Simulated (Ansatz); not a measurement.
**Si3NH9 (trisilylamine): B3LYP/6-31G(d) (spherical functions)**

What is the vertical ionisation energy of Si3NH9 (trisilylamine) at B3LYP/6-31G* (spherical functions)? 

Program for the calculation: Ansatz 0.2.0.

59 further runs of the same task are left out: 59 set aside as unsound or not needed.

### 1 The system as given

Si3NH9: 13 atoms, total charge 0, spin state singlet. As SMILES, `[SiH3]N([SiH3])[SiH3]`. Geometry: relaxed at PBE0-D4/def2-TZVP.

Bond lengths: Si1–N2 1.735 Å, N2–Si3 1.735 Å, N2–Si4 1.735 Å, Si1–H5 1.488 Å, Si1–H6 1.487 Å, Si1–H7 1.487 Å, Si3–H8 1.487 Å, Si3–H9 1.487 Å, Si3–H10 1.488 Å, Si4–H11 1.487 Å, Si4–H12 1.488 Å, Si4–H13 1.487 Å. Some angles: Si1–N2–Si3 120.0°, Si1–N2–Si4 120.0°, Si3–N2–Si4 120.0°, N2–Si1–H5 107.2°, N2–Si1–H6 111.4°, N2–Si1–H7 111.4°, N2–Si3–H8 111.4°, N2–Si3–H9 111.4°, N2–Si3–H10 107.2°, N2–Si4–H11 111.4°.

### 2 The energy at B3LYP/6-31G(d) (spherical functions)

job.yaml reads:

```yaml
crystal:
  periodic: [false, false, false]
  atoms:
    - symbol: Si
      position_ang: [-0.519450, 1.440730, -0.815850]
    - symbol: "N"
      position_ang: [-0.000690, -0.000090, 0.000350]
    - symbol: Si
      position_ang: [0.784860, 0.112060, 1.543580]
    - symbol: Si
      position_ang: [-0.265590, -1.552910, -0.727470]
    - symbol: H
      position_ang: [-1.148110, 1.019270, -2.096710]
    - symbol: H
      position_ang: [-1.512750, 2.195720, -0.007190]
    - symbol: H
      position_ang: [0.625850, 2.343510, -1.105390]
    - symbol: H
      position_ang: [0.020170, -0.607680, 2.596110]
    - symbol: H
      position_ang: [2.158120, -0.455830, 1.496860]
    - symbol: H
      position_ang: [0.862760, 1.555850, 1.894200]
    - symbol: H
      position_ang: [-1.713780, -1.813530, -0.940290]
    - symbol: H
      position_ang: [0.285610, -2.575110, 0.202450]
    - symbol: H
      position_ang: [0.422990, -1.661990, -2.040670]
basis:
  gaussian: {orbitals: 6-31G_st_-spherical.json}
hamiltonian: {xc: {name: B3LYP}}
accuracy: high
output: {orbitals: {seedname: orbitals}}
```

The basis set 6-31G* is read from a file made from the Basis Set Exchange's data (not shown).

The run is started by

```
$ ansatz run job.yaml --threads 1 --pin off --max-ram 3480MiB --events-out events.jsonl --progress --plain --runs-dir runs
```

The log of the run:

```text
Warning: RAYON_NUM_THREADS=1 ignored (pool sized by the plan → 1); use --threads N
Functional definition: B3LYP
  name "B3LYP"
  parameter a0 = 0.2
  parameter ax = 0.72
  parameter ac = 0.81
  exchange = (1 - a0 - ax)*slater_x + ax*b88_x + a0*exact_x
  correlation = (1 - ac)*vwn_rpa_c + ac*lyp_c
2086 factors; integrals over basis functions are off by at most 3.8e-9 eV
mean field evaluation 1: about -25263.9718 eV, gradient 5.8e1 eV
mean field evaluation 2: about -25247.6429 eV, gradient 9.7e1 eV
mean field evaluation 4: about -25270.5939 eV, gradient 1.2e0 eV
mean field evaluation 8: about -25270.8392 eV, gradient 1.0e-2 eV
mean field evaluation 16: about -25270.8392 eV, gradient 1.4e-6 eV
mean field -25270.83920898 eV, -928.6862117399 hartree, gradient 5.3e-8 eV, S^2 0.000000; 0 other end points of the search recorded, 0 dependent functions left out
reference -25270.83925979 eV, -928.6862136071 hartree; 29, 29 occupied and 57, 57 virtual orbitals, 2086 factors
Total energy: -25270.83925979 eV, -928.6862136071 hartree
```

Wall time 9.9 s (1 thread of Arm Neoverse V2, shared host); peak memory 0.34 GiB.

### 3 The doublet cation

run.yaml reads:

```yaml
crystal:
  periodic: [false, false, false]
  atoms:
    - {symbol: Si, position_ang: [-0.519450, 1.440730, -0.815850]}
    - {symbol: N, position_ang: [-0.000690, -0.000090, 0.000350]}
    - {symbol: Si, position_ang: [0.784860, 0.112060, 1.543580]}
    - {symbol: Si, position_ang: [-0.265590, -1.552910, -0.727470]}
    - {symbol: H, position_ang: [-1.148110, 1.019270, -2.096710]}
    - {symbol: H, position_ang: [-1.512750, 2.195720, -0.007190]}
    - {symbol: H, position_ang: [0.625850, 2.343510, -1.105390]}
    - {symbol: H, position_ang: [0.020170, -0.607680, 2.596110]}
    - {symbol: H, position_ang: [2.158120, -0.455830, 1.496860]}
    - {symbol: H, position_ang: [0.862760, 1.555850, 1.894200]}
    - {symbol: H, position_ang: [-1.713780, -1.813530, -0.940290]}
    - {symbol: H, position_ang: [0.285610, -2.575110, 0.202450]}
    - {symbol: H, position_ang: [0.422990, -1.661990, -2.040670]}
basis:
  gaussian: {orbitals: 6-31G_st_-spherical.json}
total_charge: 1
magnetization: {spin_polarized: true, initial_magnetization: 1}
hamiltonian: {xc: {name: B3LYP}}
accuracy: high
output: {orbitals: {seedname: orbitals}}
```

The basis set 6-31G* is read from a file made from the Basis Set Exchange's data (not shown).

The run is started by

```
$ ansatz run run.yaml --threads 1 --pin off --max-ram 3480MiB --events-out events.jsonl --progress --plain --runs-dir runs
```

The log of the run, shortened:

```text
Warning: RAYON_NUM_THREADS=1 ignored (pool sized by the plan → 1); use --threads N
[... 7 set-up lines as earlier in the session ...]
2087 factors; integrals over basis functions are off by at most 3.7e-9 eV
mean field evaluation 1: about -25248.2299 eV, gradient 5.4e1 eV
mean field evaluation 2: about -25210.5549 eV, gradient 9.4e1 eV
mean field evaluation 4: about -25261.2229 eV, gradient 3.6e0 eV
mean field evaluation 8: about -25261.5568 eV, gradient 1.6e-1 eV
mean field evaluation 16: about -25261.5569 eV, gradient 4.3e-5 eV
mean field -25261.55692054 eV, -928.3450939316 hartree, gradient 4.9e-8 eV, S^2 0.756490; 0 other end points of the search recorded, 0 dependent functions left out
reference -25261.55696936 eV, -928.3450957258 hartree; 29, 28 occupied and 57, 58 virtual orbitals, 2087 factors
Total energy: -25261.55696936 eV, -928.3450957258 hartree
```

Run time: 17 s. Hardware: 1 thread of Arm Neoverse V2, shared host; peak memory 0.52 GiB.

### 4 Results

Level: B3LYP/6-31G* (spherical functions).

| quantity | value |
| --- | --- |
| singlet Si3NH9: total energy | -928.68621 Eh |
| singlet Si3NH9: HOMO energy | -7.20 eV |
| singlet Si3NH9: LUMO energy | -0.12 eV |
| singlet Si3NH9: HOMO–LUMO gap | 7.08 eV |
| doublet cation: total energy | -928.34510 Eh |
| doublet cation: HOMO energy (highest over α and β) | -13.93 eV |
| doublet cation: LUMO energy (lowest over α and β) | -11.35 eV |
| doublet cation: ⟨S²⟩ | 0.756 |
| vertical ionisation energy (to the doublet cation) | 9.282 eV |

Removing an electron at fixed nuclei costs 9.28 eV (214 kcal/mol). −ε(HOMO) before ionisation, 7.20 eV, is 2.08 eV below this ionisation energy.
